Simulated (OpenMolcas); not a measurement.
**CH5BO2 (SMILES COBO) at 6 levels**

Aim: a comparison of 6 runs (HF/STO-3G, HF/cc-pVDZ, B2PLYP/cc-pVDZ, B3LYP/cc-pVDZ, BHLYP/cc-pVDZ, r2SCAN/cc-pVDZ) of CH5BO2. 

The calculation is run with OpenMolcas 26.06.

1 further run of the same task is left out (set aside as unsound or not needed).

### Step 1. The system as given

CH5BO2: 9 atoms, total charge 0, spin state singlet. SMILES: `COBO`. One bond was lengthened or shortened from a relaxed shape.

Bond lengths: C1–O2 1.410 Å, O2–B3 1.356 Å, B3–O4 1.356 Å, C1–H5 1.094 Å, C1–H6 1.092 Å, C1–H7 1.256 Å, B3–H8 1.199 Å, O4–H9 0.962 Å. Some angles: C1–O2–B3 121.7°, O2–B3–O4 119.6°, O2–C1–H5 111.5°, O2–C1–H6 109.2°, O2–C1–H7 109.3°, O2–B3–H8 121.8°, O4–B3–H8 118.6°, B3–O4–H9 112.1°, H5–C1–H6 109.1°, H5–C1–H7 109.0°.

### Step 2. A single-point energy at HF/STO-3G (run 1)

mol.input

```
* CH5BO2 Hartree-Fock

&GATEWAY
  BasLib=$CurrDir
  Coord
  9
  bohr
  C      0.76683763     1.37205077    -1.85524429
  O      0.01982890     0.71612683     0.61727337
  B     -0.02061124    -1.71954117     1.41209218
  O     -0.75703751    -2.25697928     3.80618620
  H      1.30786622    -0.29412075    -2.95166339
  H      2.37234895     2.66556830    -1.75849031
  H     -1.02952279     2.47081691    -2.95118529
  H      0.58183345    -3.42842050     0.05300115
  H     -1.19980034    -0.75993824     4.73914399
  Basis=STO-3G
  Group=NoSym

&SEWARD

&SCF
  Thresholds=1e-10 1e-07 1e-07 1e-05
  PrOrbitals=1
```

The basis set STO-3G is read from a file made from the Basis Set Exchange's data (not shown).

The run is started by

```sh
export MOLCAS_MEM=1860
pymolcas mol.input > mol.log
```

Output:

```text
--- Start Module: gateway ---
[...]
--- Stop Module: gateway /rc=_RC_ALL_IS_WELL_ ---
--- Start Module: seward ---
[...]
      Basis functions           25
--- Stop Module: seward /rc=_RC_ALL_IS_WELL_ ---
--- Start Module: scf ---
[...]
       Convergence after  13 Iterations
[...]
::    Total SCF energy                               -212.4520429662
[...]
      Total spin, S                                     0.0000000000
[...]
      Total electronic charge=   32.000000
      Total            charge=   -0.000000
[...]
      Dipole Moment (debye):
      Origin of the operator (angstrom)=   -0.0068   -0.2332    0.5389
                   X=  1.6473E-01               Y=  1.2976E+00               Z= -7.3999E-01           Total=  1.5028E+00
      Quadrupole Moment (debye*angstrom):
[...]
--- Stop Module: scf /rc=_RC_ALL_IS_WELL_ ---
[...]
```

Wall time 1.6 s (1 thread of Intel Xeon Platinum 8375C at 2.90GHz (Ice Lake), shared host); peak memory 0.37 GiB.

### Step 3. A single-point energy at HF/cc-pVDZ (run 2)

run.inp

```
&gateway
 baslib = $CurrDir
 coord
 9
 bohr
 C      0.76683763     1.37205077    -1.85524429
 O      0.01982890     0.71612683     0.61727337
 B     -0.02061124    -1.71954117     1.41209218
 O     -0.75703751    -2.25697928     3.80618620
 H      1.30786622    -0.29412075    -2.95166339
 H      2.37234895     2.66556830    -1.75849031
 H     -1.02952279     2.47081691    -2.95118529
 H      0.58183345    -3.42842050     0.05300115
 H     -1.19980034    -0.75993824     4.73914399
 basis = cc-pVDZ
 group = NoSym

&seward

&scf
 thresholds = 1e-10 1e-07 1e-07 1e-05
 prorbitals = 0
```

The basis set cc-pVDZ is read from a file made from the Basis Set Exchange's data (not shown).

The run is started by

```sh
export MOLCAS_MEM=1860
pymolcas run.inp > run.log
```

Output:

```text
--- Start Module: gateway ---
[...]
--- Stop Module: gateway /rc=_RC_ALL_IS_WELL_ ---
--- Start Module: seward ---
[...]
      Basis functions           81
--- Stop Module: seward /rc=_RC_ALL_IS_WELL_ ---
[...]
--- Start Module: scf ---
[...]
       Convergence after  13 Iterations
[...]
::    Total SCF energy                               -215.2821065805
[...]
      Total spin, S                                     0.0000000000
[...]
      Total electronic charge=   32.000000
      Total            charge=   -0.000000
[...]
      Dipole Moment (debye):
      Origin of the operator (angstrom)=   -0.0068   -0.2332    0.5389
                   X=  3.4028E-01               Y=  1.3835E+00               Z= -9.8958E-01           Total=  1.7347E+00
      Quadrupole Moment (debye*angstrom):
[...]
--- Stop Module: scf /rc=_RC_ALL_IS_WELL_ ---
[...]
```

Run time: 5.1 s. Hardware: 1 thread of Intel Xeon Platinum 8375C at 2.90GHz (Ice Lake), shared host; peak memory 0.45 GiB.

Runs 3 to 5 aren't shown in full; the table further down has their settings and results.

### Step 4. A single-point energy at r2SCAN/cc-pVDZ (run 6)

struct.xyz

```xyz
9

C      0.405793     0.726058    -0.981753
O      0.010493     0.378958     0.326647
B     -0.010907    -0.909942     0.747247
O     -0.400607    -1.194342     2.014147
H      0.692093    -0.155642    -1.561953
H      1.255393     1.410558    -0.930553
H     -0.544800     1.307500    -1.561700
H      0.307893    -1.814242     0.028047
H     -0.634907    -0.402142     2.507847
```

calc.input

```
>>> EXPORT MOLCAS_PRINT=2

&GATEWAY
  BasLib=$CurrDir
  Coord=struct.xyz
  Basis=cc-pVDZ
  Group=NoSym

&SEWARD
  GridInput
  Grid=UltraFine
  End of Grid

&SCF
  KSDFT=2
  1.0 MGGA_X_R2SCAN
  1.0 MGGA_C_R2SCAN
  Thresholds=1e-10 1e-07 1e-07 1e-05
  PrOrbitals=1 2
```

The basis set cc-pVDZ is read from a file made from the Basis Set Exchange's data (not shown).

The run is started by

```sh
export MOLCAS_MEM=1860
pymolcas calc.input > calc.log
```

Output:

```text
--- Start Module: gateway ---
[...]
--- Stop Module: gateway /rc=_RC_ALL_IS_WELL_ ---
--- Start Module: seward ---
[...]
      Basis functions           81
--- Stop Module: seward /rc=_RC_ALL_IS_WELL_ ---
[...]
--- Start Module: scf ---
[...]
       Convergence after  14 Iterations
[...]
::    Total KS-DFT energy                            -216.3796970834
[...]
      Total spin, S                                     0.0000000000
[...]
      Total electronic charge=   32.000000
      Total            charge=   -0.000000
[...]
      Dipole Moment (debye):
      Origin of the operator (angstrom)=   -0.0068   -0.2332    0.5389
                   X=  1.9121E-01               Y=  1.4768E+00               Z= -6.3428E-01           Total=  1.6186E+00
      Quadrupole Moment (debye*angstrom):
[...]
--- Stop Module: scf /rc=_RC_ALL_IS_WELL_ ---
[...]
```

It took 32 s on 1 thread of Intel Xeon Platinum 8375C at 2.90GHz (Ice Lake), shared host; peak memory 0.45 GiB.

### Step 5. The series

```tsv
run	level	frozen core orbitals	integration grid	energy (Eh)	dipole moment (D)	HOMO energy (eV)	LUMO energy (eV)	wall time
1	HF/STO-3G	–	–	-212.452043	1.50	-9.48	9.69	1.6 s
2	HF/cc-pVDZ	–	–	-215.282107	1.73	-12.24	4.96	5.1 s
3	B2PLYP/cc-pVDZ	4	UltraFine	-216.290218	1.66	-9.77	2.73	21 s
4	B3LYP/cc-pVDZ	–	UltraFine	-216.503736	1.61	-8.04	1.11	23 s
5	BHLYP/cc-pVDZ	–	UltraFine	-216.385956	1.66	-9.81	2.40	21 s
6	r2SCAN/cc-pVDZ	–	UltraFine	-216.379697	1.62	-7.12	0.74	32 s
```

### Step 6. What came out

```
            quantity          value
 run 6: total energy  -216.37970 Eh
run 6: dipole moment         1.62 D
  run 6: HOMO energy       -7.12 eV
  run 6: LUMO energy        0.74 eV
run 6: HOMO–LUMO gap        7.86 eV
```

**Reading.** The dipole moment (its size) runs from 1.50 D (HF/STO-3G) to 1.73 D (HF/cc-pVDZ). The HOMO–LUMO gap runs from 7.86 eV (r2SCAN/cc-pVDZ) to 19.17 eV (HF/STO-3G). The two ends differ in method and basis. For B2PLYP the log adds the whole second-order term; the table takes 0.27 of it, as the functional is defined. Totals of different functionals can't be ranked against each other. In run 1 the basis is minimal, so the values are rough. All runs together took 1.7 min, the longest 32 s.
